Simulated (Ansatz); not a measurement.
# CHBrSe: the cost of one run

The runs use Ansatz 0.2.0, Gaussian basis; the settings change from run to run.

### 1 The relaxed structure

The structure was relaxed beforehand with PBE0-D4 in a triple-zeta def2 set.

SMILES `[Se]=CBr`, 4 atoms, charge 0, spin multiplicity 1.

Atoms are counted from 1 here; the program's logs count them from 0.

Bond lengths: Se1–C2 1.736 Å, C2–Br3 1.876 Å, C2–H4 1.086 Å. Angles: Se1–C2–Br3 126.8°, Se1–C2–H4 123.3°, Br3–C2–H4 110.0°.

### 2 CAM-B3LYP/aug-cc-pVDZ

Options: charge -1, multiplicity 2, restricted open-shell orbitals, a grid of angular degree 11, finite nuclei.

File in.yaml:

```yaml
crystal:
  periodic: [false, false, false]
  atoms:
    - {symbol: Se, position_ang: [0.878319, -0.764891, 1.302871]}
    - {symbol: C, position_ang: [-0.055596, -0.145447, -0.022906]}
    - {symbol: Br, position_ang: [0.018232, 1.588393, -0.734879]}
    - {symbol: H, position_ang: [-0.785355, -0.738354, -0.565385]}
basis:
  gaussian: {orbitals: aug-cc-pVDZ, final_grid: {core_spheres: 5, valence_spheres: 4, degree: 11}, nuclear_model: gaussian}
total_charge: -1
magnetization: {spin_polarized: false, initial_magnetization: 1}
hamiltonian: {xc: {name: CAM-B3LYP}}
output: {forces: true}
```

On the command line:

```
$ ansatz run in.yaml --threads 2 --pin off --events-out ev --progress --plain --max-ram 4352MiB
```

**Question.** How long does this run take on 2 threads of Arm Neoverse V1, shared host, and how much memory does it need?

About 4.5 s, with a peak of 0.35 GiB.
